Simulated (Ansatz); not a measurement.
Working through harmonic frequencies at the relaxed geometry of CH₅BSSi, SMILES B1[SiH2]CS1

With the Ansatz DFT code, driven from Python.

The cells in order, each with its output:

```python
import itertools

import ansatz as az
from ase import Atoms
from ase.data import atomic_numbers, covalent_radii
import numpy as np
```

```python
atoms = Atoms(["B", "Si", "C", "S", "H", "H", "H", "H", "H"], positions=[
    [-0.7242, 0.245, -1.3493],
    [0.6337, 0.6237, -0.0529],
    [-0.0172, -0.8338, 0.8177],
    [-1.1071, -1.3304, -0.4213],
    [-1.4899, 1.0725, -1.882],
    [0.4312, 1.8899, 0.6968],
    [2.0043, 0.4119, -0.613],
    [-0.4509, -0.5397, 1.7727],
    [0.8086, -1.5855, 1.0142],
])
geometry = az.Crystal.molecule_from_ase(atoms)
```

```python
base = (
    geometry.calculation()
    .basis(gaussian="def2-SVP")
    .functional("pbe", dispersion="d4")
)
symbols = [site.symbol for site in geometry.cartesian_sites]
start = np.array([site.position_ang for site in geometry.cartesian_sites], dtype=float)
def progress(event):
    if event["event"] == "relax_step":
        row = event["data"]
        print(f"step {row['step']:3d}  E = {row['lagrangian_ev']:.6f} eV  largest force component {row['allowed_force_max_ev_ang']:.4f} eV/A")
```

```python
rep = base.relax(force_tolerance=0.003, max_steps=100).session().plan().execute(on_event=progress).report
end = np.array(rep["positions_ang"])
```

    step   1  E = -20488.142743 eV  largest force component 2.7642 eV/A
    step   2  E = -20488.794872 eV  largest force component 1.5587 eV/A
    step   3  E = -20489.090108 eV  largest force component 0.5705 eV/A
    step   4  E = -20489.120031 eV  largest force component 0.7240 eV/A
    step   5  E = -20489.138565 eV  largest force component 0.0661 eV/A
    step   6  E = -20489.139983 eV  largest force component 0.1355 eV/A
    step   7  E = -20489.140762 eV  largest force component 0.0077 eV/A
    step   8  E = -20489.140786 eV  largest force component 0.0017 eV/A
    step   9  E = -20489.140791 eV  largest force component 0.0024 eV/A

```python
# pairs closer than 1.2 times the sum of covalent radii, before or after
radius = [covalent_radii[atomic_numbers[s]] for s in symbols]
span = lambda where, i, j: np.linalg.norm(where[i] - where[j])
bonded = [(i, j) for i, j in itertools.combinations(range(len(symbols)), 2) if min(span(start, i, j), span(end, i, j)) < 1.2 * (radius[i] + radius[j])]
print("pair        before    after (A)")
for i, j in bonded:
    print(f"{symbols[i]}{i}-{symbols[j]}{j}".ljust(10), f"{span(start, i, j):8.4f} {span(end, i, j):8.4f}")

# same settings at the minimum
minimum = az.Crystal.molecule()
for symbol, place in zip(symbols, end):
    minimum = minimum.atom(symbol, place.tolist())
vibrating = (
    minimum.calculation()
    .basis(gaussian="def2-SVP")
    .functional("pbe", dispersion="d4")
    .phonons(temperatures=(298.15, 498.15, 100))
)
vib = vibrating.run(threads=1, pin="off").report["vibrations"]
sums = vib["harmonic_sums"]
modes = [m["omega_inv_cm"] for m in sums["modes_at_gamma"] if m["rigid_motion"] == "no"]
for number, w in enumerate(modes, start=1):
    print(f"mode {number:2d} {w:9.1f} 1/cm {w / 8065.544 * 1000:8.2f} meV")
print("imaginary modes:", sum(w < 0 for w in modes), " zero-point energy:", round(sums["zero_point_energy_ev"], 4), "eV")
print("T (K)   F_vib (eV)   S_vib (meV/K)   C_vib (meV/K)")
for row in zip(sums["temperatures_k"], sums["vibrational_free_energy_ev"], vib["entropy_ev_per_k"], vib["heat_capacity_ev_per_k"]):
    print(f"{row[0]:6.1f} {row[1]:11.4f} {1000 * row[2]:13.4f} {1000 * row[3]:15.4f}")
```

    pair        before    after (A)
    B0-Si1       1.9152   2.0115
    B0-S3        1.8681   1.7888
    B0-H4        1.2469   1.2103
    Si1-C2       1.8182   1.9369
    Si1-H5       1.4854   1.5095
    Si1-H6       1.4957   1.5095
    C2-S3        1.7233   1.8645
    C2-H7        1.0893   1.1084
    C2-H8        1.1338   1.1084
    mode  1      96.3 1/cm    11.94 meV
    mode  2     391.5 1/cm    48.54 meV
    mode  3     421.5 1/cm    52.26 meV
    mode  4     563.5 1/cm    69.87 meV
    mode  5     605.4 1/cm    75.06 meV
    mode  6     638.6 1/cm    79.17 meV
    mode  7     682.1 1/cm    84.58 meV
    mode  8     697.0 1/cm    86.41 meV
    mode  9     741.9 1/cm    91.98 meV
    mode 10     782.7 1/cm    97.05 meV
    mode 11     794.1 1/cm    98.45 meV
    mode 12     898.0 1/cm   111.34 meV
    mode 13     934.1 1/cm   115.81 meV
    mode 14     991.7 1/cm   122.96 meV
    mode 15    1065.5 1/cm   132.10 meV
    mode 16    1357.3 1/cm   168.28 meV
    mode 17    2133.7 1/cm   264.54 meV
    mode 18    2142.5 1/cm   265.64 meV
    mode 19    2612.3 1/cm   323.89 meV
    mode 20    3012.4 1/cm   373.49 meV
    mode 21    3083.3 1/cm   382.28 meV
    imaginary modes: 0  zero-point energy: 1.5278 eV
    T (K)   F_vib (eV)   S_vib (meV/K)   C_vib (meV/K)
     298.1      1.4854        0.3703          0.5867
     398.1      1.4383        0.5721          0.8081
     498.1      1.3711        0.7717          0.9715

Total energies depend on the basis set; only differences at equal settings carry meaning. The frequencies are harmonic and unscaled, in a modest basis. Run time: 98 s on 1 thread of Arm Neoverse V2, on a shared host, peak memory 0.22 GiB.
